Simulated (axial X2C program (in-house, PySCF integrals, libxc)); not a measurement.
# Linear CuOH⁻ at several levels

An exercise on one series of results from a longer session: the logs are not shown, and one member is left open.

Method: all-electron X2C, two-component (2c) or spin-free, Cu dyall-v3z, O dyall-av3z, H dyall-v3z; program: an in-house X2C program for linear molecules on PySCF integrals.

All values are calculated.

2 further runs of the same task are left out: 2 set aside as unsound or not needed.

The first run:

File task.json:

```json
{
 "zs": [
  29,
  8,
  1
 ],
 "q": -1,
 "bas": [
  "dyall-v3z",
  "dyall-av3z",
  "dyall-v3z"
 ],
 "r0": [
  1.75,
  0.96
 ],
 "symm": 0,
 "scan": [
  "PBE0",
  "HF",
  "TPSSh"
 ],
 "levels": [
  "PBE0",
  "HF",
  "PBE"
 ],
 "nst": 2
}
```

Keys: zs atomic numbers; q charge; bas basis sets; r0 starting distance in Å; symm equal bonds; scan levels of the two-bond scan (MP2 follows by itself at each HF point); levels methods; nst determinants followed.

Started as:

```console
> python solin.py task.json out
```

Masses Cu 62.930, O 15.995, H 1.008 u.

Steps of the session up to this table: Scan at PBE0, 2c; Scan at HF, 2c; Scan at TPSSh, 2c.

One of the session's tables, all rows but one given; the rest of the session is left out.

```
           level  r(Cu–O) (Å)  r(O–H) (Å)  lower stretch (cm⁻¹)  upper stretch (cm⁻¹)
        PBE0, 2c        1.814       0.950                 520.0                3987.9
          HF, 2c        1.903       0.933                 428.6                4232.3
       TPSSh, 2c        1.808       0.955                 532.9                3888.3
         MP2, 2c            ?           ?                     ?                     ?
 PBE0, spin-free        1.814       0.950                 520.0                3987.5
   HF, spin-free        1.903       0.933                 429.1                4232.2
TPSSh, spin-free        1.807       0.955                 533.0                3888.0
  MP2, spin-free        1.783       0.953                 519.5                3976.4
```

Q: Estimate the row for MP2, 2c from the others.

**Answer.** r(Cu–O) (Å): 1.784; r(O–H) (Å): 0.953; lower stretch (cm⁻¹): 519.3; upper stretch (cm⁻¹): 3977.5. In the column «r(Cu–O) (Å)» it lies between MP2, spin-free (1.783) and TPSSh, spin-free (1.807).

Scans not shown above were run alike.

To keep in mind: For an anion the highest level of a functional can be positive, and the basis then holds the extra electron. The molecule was held linear; bending was not examined, so a bent shape may lie lower.
